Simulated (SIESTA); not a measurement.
# Ba2Tl5V3O12 (P-4) in SIESTA: equation of state, part 2 of 2

SIESTA 5.4.2. The steps go on from the part before.

### 5 Single point, PBE, collinear spin, ferromagnetic start, 26.96 Å³/atom

Ba2Tl5V3O12.fdf reads:

```
SystemName                      Ba2Tl5V3O12
SystemLabel                     Ba2Tl5V3O12
NumberOfSpecies                 4
NumberOfAtoms                   22
%block ChemicalSpeciesLabel
  1  56 Ba
  2  23 V
  3  81 Tl
  4   8 O
%endblock ChemicalSpeciesLabel

LatticeConstant                 1.0 Ang
%block LatticeVectors
     6.5888288130     0.0000000000     0.0000000000
     0.0000000000     6.5888288130     0.0000000000
     0.0000000000     0.0000000000    13.6647422226
%endblock LatticeVectors
AtomicCoordinatesFormat         Fractional
%block AtomicCoordinatesAndAtomicSpecies
     0.5000000000     0.0000000000     0.5632200000  1  Ba
     0.0000000000     0.5000000000     0.4367800000  1  Ba
     0.0000000000     0.0000000000     0.5000000000  2  V
     0.0000000000     0.0000000000     0.0000000000  2  V
     0.5000000000     0.5000000000     0.5000000000  2  V
     0.5000000000     0.0000000000     0.0298000000  3  Tl
     0.0000000000     0.5000000000     0.6884000000  3  Tl
     0.0000000000     0.5000000000     0.9702000000  3  Tl
     0.5000000000     0.0000000000     0.3116000000  3  Tl
     0.5000000000     0.5000000000     0.0000000000  3  Tl
     0.8162200000     0.8885300000     0.4263200000  4  O
     0.8885300000     0.1837800000     0.5736800000  4  O
     0.1114700000     0.8162200000     0.5736800000  4  O
     0.1837800000     0.1114700000     0.4263200000  4  O
     0.8227600000     0.8584900000     0.9330000000  4  O
     0.8584900000     0.1772400000     0.0670000000  4  O
     0.1415100000     0.8227600000     0.0670000000  4  O
     0.1772400000     0.1415100000     0.9330000000  4  O
     0.6832300000     0.6111300000     0.5741000000  4  O
     0.6111300000     0.3167700000     0.4259000000  4  O
     0.3888700000     0.6832300000     0.4259000000  4  O
     0.3167700000     0.3888700000     0.5741000000  4  O
%endblock AtomicCoordinatesAndAtomicSpecies

%block kgrid.MonkhorstPack
    4   0   0  0.0
    0   4   0  0.0
    0   0   2  0.0
%endblock kgrid.MonkhorstPack
XC.Functional                   GGA
XC.Authors                      PBE
PAO.BasisSize                   DZP
PAO.EnergyShift                 0.003 Ry
Mesh.Cutoff                     800 Ry
Spin                            polarized
%block DM.InitSpin
    1   0.000
    2   0.000
    3   2.000
    4   2.000
    5   2.000
    6   0.000
    7   0.000
    8   0.000
    9   0.000
   10   0.000
   11   0.000
   12   0.000
   13   0.000
   14   0.000
   15   0.000
   16   0.000
   17   0.000
   18   0.000
   19   0.000
   20   0.000
   21   0.000
   22   0.000
%endblock DM.InitSpin
OccupationFunction              FD
ElectronicTemperature           0.05 eV
MaxSCFIterations                200
SCF.MustConverge                false
SCF.Mixer.Method                Pulay
SCF.Mixer.Weight                0.1
SCF.Mixer.History               10
SCF.DM.Tolerance                5.0e-05
SCF.H.Tolerance                 1.0e-03 eV
WriteForces                     true
Charge.Mulliken                 end
%block PAO.Basis
  Ba 5
  n=5 0 2
    4.395 0.000
  n=6 0 2
    9.500 0.000
  n=5 1 2
    5.243 0.000
  n=6 1 1
    9.500
  n=5 2 1
    7.000
  V 5
  n=3 0 2
    2.991 0.000
  n=4 0 2
    8.463 0.000
  n=3 1 2
    3.380 0.000
  n=4 1 1
    8.463
  n=3 2 2
    5.772 0.000
  Tl 4
  n=6 0 2
    6.628 0.000
  n=6 1 2
    9.500 0.000
  n=5 2 2
    4.502 0.000
  n=6 2 1
    9.500
%endblock PAO.Basis
Diag.ParallelOverK              true
```

Potentials or basis: PseudoDojo 0.4 standard (PBE files), DZP (energy shift 0.003 Ry; two zetas on semicore shells; d shell added on Ba).

Started as:

```sh
mpirun -n 4 siesta Ba2Tl5V3O12.fdf > Ba2Tl5V3O12.out 2>&1
```

Ba2Tl5V3O12.out:

```text
Version         : 5.4.2

[... 6 lines left out ...]
 NOTE: Please see the manual for full details and compatibility measures.

reinit: Reading from file Ba2Tl5V3O12.fdf

reinit: -----------------------------------------------------------------------
reinit: System Name: Ba2Tl5V3O12
reinit: -----------------------------------------------------------------------
reinit: System Label: Ba2Tl5V3O12
reinit: -----------------------------------------------------------------------

NOTE on units for spin output:
{S} is the spin magnetic moment, in units of the Bohr magneton,
assuming a g-factor for the electron spin of exactly 2.
The spin magnetic moment is then numerically equal to the charge inbalance,
in units of electrons, between the spin-up and -down channels.

initatom: Reading input for the pseudopotentials and atomic orbitals ----------
Species number:   1 Atomic number:   56 Label: Ba
Species number:   2 Atomic number:   23 Label: V
Species number:   3 Atomic number:   81 Label: Tl
Species number:   4 Atomic number:    8 Label: O

Ground state valence configuration (from tables):   6s02  6p00  5d00  4f00
Ground state valence configuration (from tables):   4s02  4p00  3d03  4f00
Ground state valence configuration (from tables):   6s02  6p01  6d00  5f00
Ground state valence configuration (from tables):   2s02  2p04  3d00  4f00

---- Processing specs for species: Ba
Reading pseudopotential information in PSML from:
  Ba.psml
PSML file version: 1.1
Using libxc ids:  101 130
GGA--PBE XC_GGA_X_PBE--XC_GGA_C_PBE pb
[... 1335 lines left out ...]
  11  3.345   0.976  -0.037   0.912   0.878   0.865  -0.102  -0.079  -0.080
              0.002   0.002   0.003   0.002   0.002
  12  3.345   0.976  -0.037   0.865   0.878   0.912  -0.080  -0.079  -0.102
              0.002   0.002   0.003   0.002   0.002
  13  3.345   0.976  -0.037   0.865   0.878   0.912  -0.080  -0.079  -0.102
              0.002   0.002   0.003   0.002   0.002
  14  3.345   0.976  -0.037   0.912   0.878   0.865  -0.102  -0.079  -0.080
              0.002   0.002   0.003   0.002   0.002
  15  3.315   0.967  -0.026   0.871   0.877   0.847  -0.086  -0.074  -0.072
              0.002   0.002   0.003   0.002   0.003
  16  3.315   0.967  -0.026   0.847   0.877   0.871  -0.072  -0.074  -0.086
              0.002   0.002   0.003   0.002   0.003
  17  3.315   0.967  -0.026   0.847   0.877   0.871  -0.072  -0.074  -0.086
              0.002   0.002   0.003   0.002   0.003
  18  3.315   0.967  -0.026   0.871   0.877   0.847  -0.086  -0.074  -0.072
              0.002   0.002   0.003   0.002   0.003
  19  3.345   0.976  -0.037   0.912   0.880   0.865  -0.102  -0.081  -0.080
              0.002   0.002   0.003   0.002   0.002
  20  3.345   0.976  -0.037   0.865   0.880   0.912  -0.080  -0.081  -0.102
              0.002   0.002   0.003   0.002   0.002
  21  3.345   0.976  -0.037   0.865   0.880   0.912  -0.080  -0.081  -0.102
              0.002   0.002   0.003   0.002   0.002
  22  3.345   0.976  -0.037   0.912   0.880   0.865  -0.102  -0.081  -0.080
              0.002   0.002   0.003   0.002   0.002

mulliken: Qtot =       98.000

Mulliken Atomic Populations:
Atom #   charge [q] valence [e]      Sz [e]  Species
     1     1.306319    8.693681    0.000030  Ba
     2     1.306319    8.693681    0.000030  Ba
     3     1.120398   11.879602   -0.000295  V
     4     1.165664   11.834336    0.000463  V
     5     1.112542   11.887458   -0.000293  V
     6     0.351949   12.648051    0.000122  Tl
     7     0.379111   12.620889    0.000038  Tl
     8     0.351949   12.648051    0.000122  Tl
     9     0.379111   12.620889    0.000038  Tl
    10     0.559638   12.440362    0.000098  Tl
    11    -0.689186    6.689186    0.000057  O
    12    -0.689186    6.689186    0.000057  O
    13    -0.689186    6.689186    0.000057  O
    14    -0.689186    6.689186    0.000057  O
    15    -0.629318    6.629318   -0.000203  O
    16    -0.629318    6.629318   -0.000203  O
    17    -0.629318    6.629318   -0.000203  O
    18    -0.629318    6.629318   -0.000203  O
    19    -0.689747    6.689747    0.000057  O
    20    -0.689747    6.689747    0.000057  O
    21    -0.689747    6.689747    0.000057  O
    22    -0.689747    6.689747    0.000057  O
 Total    -0.000000                0.000001

Job completed
```

It took 6.8 min on 4 MPI ranks of Intel Xeon Platinum 8259CL at 2.50GHz (Skylake/Cascade Lake), shared host; peak memory 0.85 GiB.

What came out:

```
Free energy            : -21237.5667 eV
Pressure               : -0.4 GPa
Largest force          : 0.048 eV/Å
Band gap on the k mesh : 0.76 eV, indirect (least direct gap 0.97 eV)
Net moment             : 0.00 μB per cell
```

Caveat: this set's barium file shifts pressures by up to 1 GPa against other sets; spin-orbit coupling is left out, which as a rule narrows the gap of such compounds by several tenths of an eV; the basis of atomic orbitals isn't converged, which shifts pressures, moduli and gaps.

### 6 Single point, PBE, collinear spin, ferromagnetic start, 27.49 Å³/atom

Changes to Ba2Tl5V3O12.fdf since step 5:

```diff
@@ -13,5 +13,5 @@
 %block LatticeVectors
-     6.5888288130     0.0000000000     0.0000000000
-     0.0000000000     6.5888288130     0.0000000000
-     0.0000000000     0.0000000000    13.6647422226
+     6.6316146145     0.0000000000     0.0000000000
+     0.0000000000     6.6316146145     0.0000000000
+     0.0000000000     0.0000000000    13.7534768014
 %endblock LatticeVectors
```

Potentials or basis: PseudoDojo 0.4 standard (PBE files), DZP (energy shift 0.003 Ry; two zetas on semicore shells; d shell added on Ba).

Started as:

```sh
mpirun -n 4 siesta Ba2Tl5V3O12.fdf > Ba2Tl5V3O12.out 2>&1
```

Wall time 6.6 min (4 MPI ranks of Intel Xeon Platinum 8259CL at 2.50GHz (Skylake/Cascade Lake), shared host); peak memory 0.84 GiB.

Results (log left out):

| Property | Result |
| --- | --- |
| Free energy | -21237.4947 eV |
| Pressure | -1.5 GPa |
| Largest force | 0.350 eV/Å |
| Band gap on the k mesh | 0.69 eV, indirect (least direct gap 0.89 eV) |
| Net moment | 0.00 μB per cell |

Caveat: this set's barium file shifts pressures by up to 1 GPa against other sets; spin-orbit coupling is left out, which as a rule narrows the gap of such compounds by several tenths of an eV; the basis of atomic orbitals isn't converged, which shifts pressures, moduli and gaps.

### 7 Single point, PBE, collinear spin, ferromagnetic start, 28.02 Å³/atom

Changes to Ba2Tl5V3O12.fdf since step 6:

```diff
@@ -13,5 +13,5 @@
 %block LatticeVectors
-     6.6316146145     0.0000000000     0.0000000000
-     0.0000000000     6.6316146145     0.0000000000
-     0.0000000000     0.0000000000    13.7534768014
+     6.6738553369     0.0000000000     0.0000000000
+     0.0000000000     6.6738553369     0.0000000000
+     0.0000000000     0.0000000000    13.8410809263
 %endblock LatticeVectors
```

Started as:

```sh
mpirun -n 4 siesta Ba2Tl5V3O12.fdf > Ba2Tl5V3O12.out 2>&1
```

Run time: 6.4 min. Hardware: 4 MPI ranks of Intel Xeon Platinum 8259CL at 2.50GHz (Skylake/Cascade Lake), shared host; peak memory 0.83 GiB.

It converged, with:

| Quantity | Value |
| --- | --- |
| Free energy | -21237.3478 eV |
| Pressure | -2.5 GPa |
| Largest force | 0.662 eV/Å |
| Band gap on the k mesh | 0.62 eV, indirect (least direct gap 0.82 eV) |
| Net moment | 0.00 μB per cell |

Caveat: this set's barium file shifts pressures by up to 1 GPa against other sets; spin-orbit coupling is left out, which as a rule narrows the gap of such compounds by several tenths of an eV; the basis of atomic orbitals isn't converged, which shifts pressures, moduli and gaps.

### 8 Equation of state, PBE, collinear spin, ferromagnetic start

Potentials or basis: PseudoDojo 0.4 standard (PBE files), DZP (energy shift 0.003 Ry; two zetas on semicore shells; d shell added on Ba).

This step only gathers the single runs of the series.

Results:

```yaml
Equilibrium_volume: 26.77 Å³/atom
Bulk_modulus_at_fixed_shape_and_positions: 60 GPa
Pressure_derivative_of_the_bulk_modulus: 4.3
```

Energy against volume, from the lowest point:
| volume (Å³/atom) | energy (meV/atom) |
| --- | --- |
| 24.850 | 29.15 |
| 25.379 | 14.59 |
| 25.907 | 5.22 |
| 26.436 | 0.51 |
| 26.965 | 0.00 |
| 27.493 | 3.27 |
| 28.022 | 9.95 |

Caveat: this set's barium file shifts pressures by up to 1 GPa against other sets; the cell was scaled at fixed shape and fractional positions, which overstates the stiffness of a crystal with free parameters, most of all of layers and chains; the basis of atomic orbitals isn't converged, which shifts pressures, moduli and gaps. Spin-orbit coupling is left out, which matters for the levels of Ba, Tl.
